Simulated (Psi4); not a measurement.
**One shape, several levels: GeSiH6 (SMILES [SiH3][GeH3])**

Aim: a comparison of 3 runs (BHLYP/cc-pVDZ, M06-2X/cc-pVDZ, wB97X/cc-pVDZ) of GeSiH6. 

Program for the calculation: Psi4 1.11.

## Step 1: The system as given

The species is GeSiH6 (8 atoms), meant as a singlet with charge 0. As SMILES, `[SiH3][GeH3]`. The Si1–H5 distance was set to 2.230 Å, away from the relaxed value. At this shape a bond of the SMILES string is far longer than usual.

Bond lengths: Si1–Ge2 2.378 Å, Si1–H3 1.487 Å, Si1–H4 1.487 Å, Ge2–H6 1.538 Å, Ge2–H7 1.538 Å, Ge2–H8 1.538 Å. Angles: Si1–Ge2–H6 110.6°, Si1–Ge2–H7 110.6°, Si1–Ge2–H8 110.6°, Ge2–Si1–H3 110.1°, Ge2–Si1–H4 110.1°, H6–Ge2–H7 108.3°, H6–Ge2–H8 108.3°, H7–Ge2–H8 108.3°, H3–Si1–H4 108.8°. A long bond or contact: Si1–H5 2.230 Å.

## Step 2: Energy and forces at BHLYP/cc-pVDZ (run 1)

File calc.py:

```python
import psi4

psi4.set_memory(2200000000)
psi4.set_num_threads(1)
psi4.core.set_output_file('geh6si.out', False)

molecule = psi4.geometry("""
0 1
Si    -0.905431    -0.177473    -0.721614
Ge     0.140969    -0.957773     1.265986
H     -2.283631     0.293227    -0.422314
H     -0.979531    -1.272373    -1.724714
H      0.260800     1.514500    -1.587400
H      0.230369     0.169627     2.307986
H      1.565569    -1.454473     0.967686
H     -0.658031    -2.120173     1.878686
symmetry c1
no_reorient
no_com
""")

options = {'basis': 'cc-pVDZ', 'puream': True, 'e_convergence': 1e-09, 'd_convergence': 1e-08, 'scf_type': 'pk', 'dft_radial_points': 99, 'dft_spherical_points': 590}
psi4.set_options(options)

e_tot, wfn = psi4.gradient("bhhlyp", molecule=molecule, return_wfn=True)
print('gradient / Eh bohr^-1')
print(e_tot.np.round(6))
print(f'energy = {wfn.energy():.10f} Eh')
for k, v in sorted(psi4.core.scalar_variables().items()):
    print(f'{k:45s} {v:18.10f}')
```

The run is started by

```sh
$ python calc.py
```

geh6si.out:

```text
[...]
  Running in c1 symmetry.
[...]
  Nuclear repulsion =  170.256902218182489
[...]
  Multiplicity = 1
[...]
  Nalpha       = 26
  Nbeta        = 26
[...]
    Number of basis functions: 75
[...]
   @RKS iter   1: -2369.18048361226329   -3.29819e+00   1.55379e-02 ADIIS/DIIS
[...]
   @RKS iter  11: -2369.95035470193534   -1.36424e-12   1.17106e-09 DIIS
[...]
    Orbital Energies [Eh]
    ---------------------
    Doubly Occupied:
       1A   -401.276285     2A    -67.197466     3A    -50.730950
       4A    -45.088003     5A    -45.087766     6A    -45.087746
       7A     -6.616626     8A     -5.649245     9A     -4.713105
      10A     -4.712734    11A     -4.712670    12A     -3.913078
      13A     -3.911790    14A     -3.911714    15A     -1.398787
      16A     -1.398730    17A     -1.397992    18A     -1.395828
      19A     -1.395795    20A     -0.660732    21A     -0.581360
      22A     -0.430106    23A     -0.408262    24A     -0.397098
      25A     -0.360118    26A     -0.319727
[...]
  @RKS Final Energy: -2369.95035470193534
   => Energetics <=
    Nuclear Repulsion Energy =            170.2569022181824892
    One-Electron Energy =               -3637.9530525661534739
    Two-Electron Energy =                1149.9040696760846458
    DFT Exchange-Correlation Energy =     -52.1582740300488013
    Empirical Dispersion Energy =           0.0000000000000000
    VV10 Nonlocal Energy =                  0.0000000000000000
    Total Energy =                      -2369.9503547019353391
[...]
 Multipole Moments:
 ------------------------------------------------------------------------------------
     Multipole            Electronic (a.u.)      Nuclear  (a.u.)        Total (a.u.)
 ------------------------------------------------------------------------------------
 L = 1.  Multiply by 2.5417464519 to convert [e a0] to [Debye]
 Dipole X            :         18.7313259          -18.9529723           -0.2216463
 Dipole Y            :         67.6586479          -68.0358532           -0.3772053
 Dipole Z            :        -59.9165787           60.1478774            0.2312987
 Magnitude           :                                                    0.4948838
[...]
  -Total Gradient:
     Atom            X                  Y                   Z
    ------   -----------------  -----------------  -----------------
       1       -0.028265261749    -0.042131548615     0.022286246990
       2       -0.006191652384    -0.001591324430    -0.004200083617
       3       -0.001808373465    -0.003111436009     0.002303917783
       4       -0.001596622769    -0.003358840966     0.002075578119
       5        0.034907545039     0.050266185761    -0.025449052456
       6        0.000574414976     0.001016716931     0.001311921293
       7        0.001742281130    -0.000382920957     0.000167066463
       8        0.000637780134    -0.000706438903     0.001503883496
[...]
```

On the terminal:

```text
gradient / Eh bohr^-1
[[-0.028265 -0.042132  0.022286]
 [-0.006192 -0.001591 -0.0042  ]
 [-0.001808 -0.003111  0.002304]
 [-0.001597 -0.003359  0.002076]
 [ 0.034908  0.050266 -0.025449]
 [ 0.000574  0.001017  0.001312]
 [ 0.001742 -0.000383  0.000167]
 [ 0.000638 -0.000706  0.001504]]
energy = -2369.9503547019 Eh
CURRENT ENERGY                                  -2369.9503547019
CURRENT REFERENCE ENERGY                        -2369.9503547019
DD SOLVATION ENERGY                                 0.0000000000
DFT FUNCTIONAL TOTAL ENERGY                     -2369.9503547019
DFT TOTAL ENERGY                                -2369.9503547019
DFT VV10 ENERGY                                     0.0000000000
DFT XC ENERGY                                     -52.1582740300
GRID ELECTRONS ALPHA                               25.9999998601
GRID ELECTRONS BETA                                25.9999998601
GRID ELECTRONS TOTAL                               51.9999997203
NUCLEAR REPULSION ENERGY                          170.2569022182
ONE-ELECTRON ENERGY                             -3637.9530525662
PCM POLARIZATION ENERGY                             0.0000000000
PE ENERGY                                           0.0000000000
SCF ITERATION ENERGY                            -2369.9503547019
SCF ITERATIONS                                     11.0000000000
SCF TOTAL ENERGY                                -2369.9503547019
TWO-ELECTRON ENERGY                              1149.9040696761
XC GRID RADIAL POINTS                              99.0000000000
XC GRID SPHERICAL POINTS                          590.0000000000
XC GRID TOTAL POINTS                           443973.0000000000
```

Run time: 84 s. Hardware: 1 thread of Intel Xeon Platinum 8259CL at 2.50GHz (Skylake/Cascade Lake), shared host; peak memory 1.4 GiB.

## Step 3: A single-point energy at M06-2X/cc-pVDZ (run 2)

File job.py:

```python
import psi4

psi4.set_memory('2200 MB')
psi4.set_num_threads(1)
psi4.core.set_output_file('run.log', False)

mol = psi4.geometry("""
0 1
Si    -1.71101661    -0.33537536    -1.36365283
Ge     0.26639280    -1.80992866     2.39236682
H     -4.31543716     0.55411872    -0.79805780
H     -1.85104532    -2.40443650    -3.25923710
H      0.49284057     2.86199022    -2.99975125
H      0.43533432     0.32054857     4.36146144
H      2.95849664    -2.74855563     1.82866151
H     -1.24349837    -4.00654631     3.55020201
units au
symmetry c1
no_reorient
no_com
""")

psi4.set_options({
    'reference': 'rks',
    'puream': True,
    'e_convergence': 1e-09,
    'd_convergence': 1e-08,
    'scf_type': 'pk',
    'dft_radial_points': 99,
    'dft_spherical_points': 590,
})

e, wfn = psi4.energy("m06-2x/cc-pVDZ", molecule=mol, return_wfn=True)
print(f'm06-2x/cc-pVDZ energy: {e:.10f} Eh')
```

The run is started by

```sh
$ python job.py
```

run.log:

```text
[...]
  Running in c1 symmetry.
[...]
  Nuclear repulsion =  170.256902232746967
[...]
  Multiplicity = 1
[...]
  Nalpha       = 26
  Nbeta        = 26
[...]
    Number of basis functions: 75
[...]
   @RKS iter   1: -2369.17597505045478   -3.29194e+00   1.53788e-02 ADIIS/DIIS
[...]
   @RKS iter  11: -2369.93980397482710   -2.27374e-12   2.77059e-09 DIIS
[...]
    Orbital Energies [Eh]
    ---------------------
    Doubly Occupied:
       1A   -401.062029     2A    -67.061262     3A    -50.578676
       4A    -45.104159     5A    -45.103907     6A    -45.103889
       7A     -6.530697     8A     -5.588641     9A     -4.691873
      10A     -4.691309    11A     -4.691242    12A     -3.897116
      13A     -3.896002    14A     -3.895759    15A     -1.422473
      16A     -1.422358    17A     -1.422118    18A     -1.419471
      19A     -1.419449    20A     -0.649846    21A     -0.575310
      22A     -0.428261    23A     -0.407674    24A     -0.395830
      25A     -0.358621    26A     -0.319590
[...]
  @RKS Final Energy: -2369.93980397482710
   => Energetics <=
    Nuclear Repulsion Energy =            170.2569022327469668
    One-Electron Energy =               -3637.9763107365724863
    Two-Electron Energy =                1145.9438927026342299
    DFT Exchange-Correlation Energy =     -48.1642881736360806
    Empirical Dispersion Energy =           0.0000000000000000
    VV10 Nonlocal Energy =                  0.0000000000000000
    Total Energy =                      -2369.9398039748275551
[...]
 Multipole Moments:
 ------------------------------------------------------------------------------------
     Multipole            Electronic (a.u.)      Nuclear  (a.u.)        Total (a.u.)
 ------------------------------------------------------------------------------------
 L = 1.  Multiply by 2.5417464519 to convert [e a0] to [Debye]
 Dipole X            :         18.7490216          -18.9529723           -0.2039507
 Dipole Y            :         67.6850824          -68.0358531           -0.3507707
 Dipole Z            :        -59.9305870           60.1478774            0.2172905
 Magnitude           :                                                    0.4602728
[...]
```

On the terminal:

```text
m06-2x/cc-pVDZ energy: -2369.9398039748 Eh
```

Run time: 54 s. Hardware: 1 thread of Intel Xeon Platinum 8259CL at 2.50GHz (Skylake/Cascade Lake), shared host; peak memory 1.6 GiB.

## Step 4: The energy at wB97X/cc-pVDZ (run 3)

File geh6si.xyz:

```xyz
8
GeH6Si
Si    -0.905431    -0.177473    -0.721614
Ge     0.140969    -0.957773     1.265986
H     -2.283631     0.293227    -0.422314
H     -0.979531    -1.272373    -1.724714
H      0.260800     1.514500    -1.587400
H      0.230369     0.169627     2.307986
H      1.565569    -1.454473     0.967686
H     -0.658031    -2.120173     1.878686
```

File run.py:

```python
import psi4

psi4.set_memory(2200000000)
psi4.set_num_threads(1)
psi4.set_output_file('output.dat', False)

with open('geh6si.xyz') as f:
    atoms = ''.join(f.readlines()[2:])
geom = psi4.geometry('0 1\n' + atoms + 'symmetry c1')

psi4.set_options({
    'puream': True,
    'e_convergence': 1e-09,
    'd_convergence': 1e-08,
    'scf_type': 'pk',
    'dft_radial_points': 99,
    'dft_spherical_points': 590,
})

result, w = psi4.energy("wb97x/cc-pVDZ", return_wfn=True)
psi4.oeprop(w, "MULLIKEN_CHARGES", "MAYER_INDICES", "LOWDIN_CHARGES")
print(f'wb97x/cc-pVDZ energy: {result:.10f} Eh')
for k, v in sorted(psi4.core.scalar_variables().items()):
    print(f'{k:45s} {v:18.10f}')
```

The run is started by

```sh
$ python run.py
```

output.dat:

```text
[...]
  Running in c1 symmetry.
[...]
  Nuclear repulsion =  170.256902218182489
[...]
  Multiplicity = 1
[...]
  Nalpha       = 26
  Nbeta        = 26
[...]
    Number of basis functions: 75
[...]
   @RKS iter   1: -2369.26525296250975   -3.25862e+00   1.55090e-02 DIIS/ADIIS
[...]
   @RKS iter  11: -2370.01513627671102   -2.72848e-12   2.40268e-09 DIIS
[...]
    Orbital Energies [Eh]
    ---------------------
    Doubly Occupied:
       1A   -398.601917     2A    -66.178090     3A    -49.855817
       4A    -44.378663     5A    -44.378417     6A    -44.378393
       7A     -6.345225     8A     -5.421863     9A     -4.518971
      10A     -4.518531    11A     -4.518448    12A     -3.779276
      13A     -3.776829    14A     -3.776788    15A     -1.344693
      16A     -1.344654    17A     -1.343732    18A     -1.342215
      19A     -1.342181    20A     -0.710059    21A     -0.629104
      22A     -0.475804    23A     -0.454106    24A     -0.440701
      25A     -0.406234    26A     -0.368151
[...]
  @RKS Final Energy: -2370.01513627671102
   => Energetics <=
    Nuclear Repulsion Energy =            170.2569022181824892
    One-Electron Energy =               -3637.3608173290785999
    Two-Electron Energy =                1176.3703418384211545
    DFT Exchange-Correlation Energy =     -79.2815630042360766
    Empirical Dispersion Energy =           0.0000000000000000
    VV10 Nonlocal Energy =                  0.0000000000000000
    Total Energy =                      -2370.0151362767110186
[...]
 Multipole Moments:
 ------------------------------------------------------------------------------------
     Multipole            Electronic (a.u.)      Nuclear  (a.u.)        Total (a.u.)
 ------------------------------------------------------------------------------------
 L = 1.  Multiply by 2.5417464519 to convert [e a0] to [Debye]
 Dipole X            :          3.4565199           -3.6688503           -0.2123304
 Dipole Y            :         -3.9427226            3.5680530           -0.3746695
 Dipole Z            :          8.2058898           -7.9682746            0.2376152
 Magnitude           :                                                    0.4918561
[...]
  Mulliken Charges: (a.u.)
   Center  Symbol    Alpha    Beta     Spin     Total
       1    SI     6.93657  6.93657  0.00000  0.12686
       2    GE    15.91354 15.91354  0.00000  0.17291
       3     H     0.51405  0.51405  0.00000 -0.02810
       4     H     0.51403  0.51403  0.00000 -0.02807
       5     H     0.55401  0.55401  0.00000 -0.10801
       6     H     0.52187  0.52187  0.00000 -0.04374
       7     H     0.52191  0.52191  0.00000 -0.04381
       8     H     0.52402  0.52402  0.00000 -0.04803
   Total alpha = 26.00000, Total beta = 26.00000, Total charge = -0.00000
[...]
```

Standard output:

```text
wb97x/cc-pVDZ energy: -2370.0151362767 Eh
CURRENT ENERGY                                  -2370.0151362767
CURRENT REFERENCE ENERGY                        -2370.0151362767
DD SOLVATION ENERGY                                 0.0000000000
DFT FUNCTIONAL TOTAL ENERGY                     -2370.0151362767
DFT TOTAL ENERGY                                -2370.0151362767
DFT VV10 ENERGY                                     0.0000000000
DFT XC ENERGY                                     -79.2815630042
GRID ELECTRONS ALPHA                               25.9999998575
GRID ELECTRONS BETA                                25.9999998575
GRID ELECTRONS TOTAL                               51.9999997150
NUCLEAR REPULSION ENERGY                          170.2569022182
ONE-ELECTRON ENERGY                             -3637.3608173291
PCM POLARIZATION ENERGY                             0.0000000000
PE ENERGY                                           0.0000000000
SCF ITERATION ENERGY                            -2370.0151362767
SCF ITERATIONS                                     11.0000000000
SCF TOTAL ENERGY                                -2370.0151362767
TWO-ELECTRON ENERGY                              1176.3703418384
XC GRID RADIAL POINTS                              99.0000000000
XC GRID SPHERICAL POINTS                          590.0000000000
XC GRID TOTAL POINTS                           443973.0000000000
```

Run time: 46 s. Hardware: 1 thread of Intel Xeon Platinum 8259CL at 2.50GHz (Skylake/Cascade Lake), shared host; peak memory 1.4 GiB.

## Step 5: Overview of the runs

```
run           level      task                 properties   energy (Eh)  dipole moment (D)  HOMO energy (eV)  LUMO energy (eV)  wall time
  1   BHLYP/cc-pVDZ  gradient                          –  -2369.950355               1.26             -8.70             -0.69       84 s
  2  M06-2X/cc-pVDZ    energy                          –  -2369.939804               1.17             -8.70             -0.81       54 s
  3   wB97X/cc-pVDZ    energy  (mulliken, mayer, lowdin)  -2370.015136               1.25            -10.02              0.44       46 s
```

## Step 6: What came out

```
            quantity           value
 run 3: total energy  -2370.01514 Eh
run 3: dipole moment          1.25 D
  run 3: HOMO energy       -10.02 eV
  run 3: LUMO energy         0.44 eV
run 3: HOMO–LUMO gap        10.46 eV
```

The dipole moment (its size) runs from 1.17 D (M06-2X/cc-pVDZ) to 1.26 D (BHLYP/cc-pVDZ). The HOMO–LUMO gap runs from 7.88 eV (M06-2X/cc-pVDZ) to 10.46 eV (wB97X/cc-pVDZ). Totals of different functionals can't be ranked against each other. In all runs a closed-shell determinant meets a far-stretched bond; if it breaks into open shells, such a determinant describes it badly, and no broken-symmetry solution was shown. All runs together took 3.1 min, the longest 84 s.
